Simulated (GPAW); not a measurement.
## Ta3AsAu2O13: electron localisation function with PBE

The system is Ta3AsAu2O13.

```xyz
19
Lattice="5.2424 3.0267 4.1427 -5.2424 3.0267 4.1427 0.0000 -6.0534 4.1427" Properties=species:S:1:pos:R:3 pbc="T T T"
Ta   -1.7887    1.0327    4.2854
Ta    0.0000   -2.0655    4.2854
Ta    1.7887    1.0327    4.2854
As    0.0000    0.0000    6.9446
Au    0.0000    0.0000   12.0005
Au    0.0000    0.0000    9.3342
O    -1.3566    0.7832    6.1532
O     0.0000   -1.5665    6.1532
O     1.3566    0.7832    6.1532
O     2.5380   -0.6359    3.6068
O    -0.7183    2.5159    3.6068
O    -1.8197   -1.8800    3.6068
O     1.8197   -1.8800    3.6068
O    -2.5380   -0.6359    3.6068
O     0.7183    2.5159    3.6068
O    -3.3469    1.9323    4.0073
O     0.0000   -3.8647    4.0073
O     3.3469    1.9323    4.0073
O     0.0000    0.0000    3.8329
```

The cell was built by a generator and needn't be a form met in nature.

```json
{
 "Program": "GPAW 26.7.0",
 "Task": "electron localisation function",
 "Functional": "PBE",
 "Potentials or basis": "GPAW PAW data sets (gpaw-data 1.2.1)",
 "Cutoff": "800 eV",
 "Basis": "pw",
 "k mesh": "4 × 4 × 4",
 "Occupations": "fermi-dirac, width 0.05 eV",
 "Spin": "no spin polarisation",
 "Ranks": "8",
 "Maxiter": "150"
}
```

```yaml
Pressure: 0.8 GPa
Largest_force: 0.264 eV/Å
Band_gap_on_the_k_mesh: 1.08 eV, indirect (least direct gap 1.12 eV)
```

Forces in eV/Å, atoms in the order of the input:
```
Ta   0.139 -0.080  0.007
Ta   0.000  0.160  0.007
Ta  -0.139 -0.080  0.007
As   0.000  0.000  0.216
Au   0.000  0.000  0.120
Au   0.000  0.000  0.041
O   -0.226  0.131 -0.034
O    0.000 -0.262 -0.034
O    0.226  0.131 -0.034
O    0.037 -0.096 -0.033
O    0.065  0.080 -0.033
O   -0.102  0.016 -0.033
O    0.102  0.016 -0.033
O   -0.037 -0.096 -0.033
O   -0.065  0.080 -0.033
O   -0.102  0.059 -0.026
O    0.000 -0.117 -0.026
O    0.102  0.059 -0.026
O    0.000  0.000 -0.014
```

Stress tensor (GPa, compression positive):
```
0.81 0.00 0.00
0.00 0.81 0.00
0.00 0.00 0.68
```

Levels at points of the mesh, in eV from the valence-band top:
```
           k point  band 69  band 70  band 71  band 72  band 73  band 74  band 75  band 76
(0.00, 0.00, 0.00)    -0.63    -0.14    -0.14    -0.06     1.11     2.97     2.97     3.15
(0.50, 0.00, 0.00)    -0.54    -0.36    -0.35    -0.01     1.22     2.85     2.92     3.16
(0.50, 0.50, 0.00)    -0.55    -0.34    -0.33     0.00     1.18     2.85     2.94     3.14
(0.50, 0.50, 0.50)    -0.64    -0.14    -0.14    -0.03     1.08     2.96     2.96     3.11
```

It took 5.6 min on 8 MPI ranks on AMD EPYC 7571, on a shared host, peak memory 0.62 GiB a rank.

Caveat: with this Au data set, volumes or pressures lay over 1.5 % or 2 GPa off other programs in two to four cells of ten; spin-orbit coupling is left out, which moves the levels of the heavy elements. A k mesh can miss the band edges.
